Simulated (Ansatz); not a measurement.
# CH6O3Si: the cost of one run

All numbers below are computed with Ansatz 0.2.0 (RKS B3LYP/6-31G).

**1. Starting point**

Bond lengths: Si1–O2 1.680 Å, O2–C3 1.420 Å, C3–H4 1.110 Å, C3–H5 1.110 Å, C3–H6 1.110 Å, Si1–O7 1.680 Å, O7–H8 1.010 Å, Si1–H9 1.459 Å, Si1–O10 1.679 Å, O10–H11 1.010 Å. Angles (14 of 15 angles, heavy atoms first): Si1–O2–C3 125.0°, O2–Si1–O7 109.4°, O2–Si1–O10 109.5°, O7–Si1–O10 109.5°, O2–Si1–H9 109.5°, O7–Si1–H9 109.5°, H9–Si1–O10 109.5°, O2–C3–H4 109.5°, O2–C3–H5 109.5°, O2–C3–H6 109.5°, Si1–O7–H8 109.5°, Si1–O10–H11 109.5°, H4–C3–H5 109.4°, H4–C3–H6 109.4°.

Coordinates:

```xyz
11

Si    0.0000    0.0000    0.0000
O     0.0000    0.0000    1.6800
C    -1.1112   -0.3437    2.4945
H    -1.8140   -0.9775    1.9143
H    -0.7584   -0.9037    3.3856
H    -1.6313    0.5809    2.8212
O     1.5842    0.0000   -0.5594
H     1.9006   -0.9521   -0.6761
H    -0.6877    1.1914   -0.4862
O    -0.7913   -1.3709   -0.5594
H    -1.2459   -1.8365    0.2129
```

**2. Relaxing the start**

File input.yaml:

```yaml
crystal:
  periodic: [false, false, false]
  atoms:
    - { symbol: Si, position_ang: [0.0, 0.0, 0.0] }
    - { symbol: O, position_ang: [0.0, 0.0, 1.68] }
    - { symbol: C, position_ang: [-1.1112, -0.3437, 2.4945] }
    - { symbol: H, position_ang: [-1.814, -0.9775, 1.9143] }
    - { symbol: H, position_ang: [-0.7584, -0.9037, 3.3856] }
    - { symbol: H, position_ang: [-1.6313, 0.5809, 2.8212] }
    - { symbol: O, position_ang: [1.5842, 0.0, -0.5594] }
    - { symbol: H, position_ang: [1.9006, -0.9521, -0.6761] }
    - { symbol: H, position_ang: [-0.6877, 1.1914, -0.4862] }
    - { symbol: O, position_ang: [-0.7913, -1.3709, -0.5594] }
    - { symbol: H, position_ang: [-1.2459, -1.8365, 0.2129] }
basis:
  gaussian: { orbitals: "6-31G" }
hamiltonian:
  xc: b3lyp
relax:
  f_tol: 0.02
  max_steps: 40
```

Command:

```sh
> ansatz run input.yaml --threads 1 --pin off --max-ram 2048MiB --backend cpu --events-out ev --progress --plain --runs-dir out
```

**Question.** How long does this run take on 1 thread of Arm Neoverse V1, shared host, and how much memory does it need?

About 49 s, with a peak of 0.14 GiB.
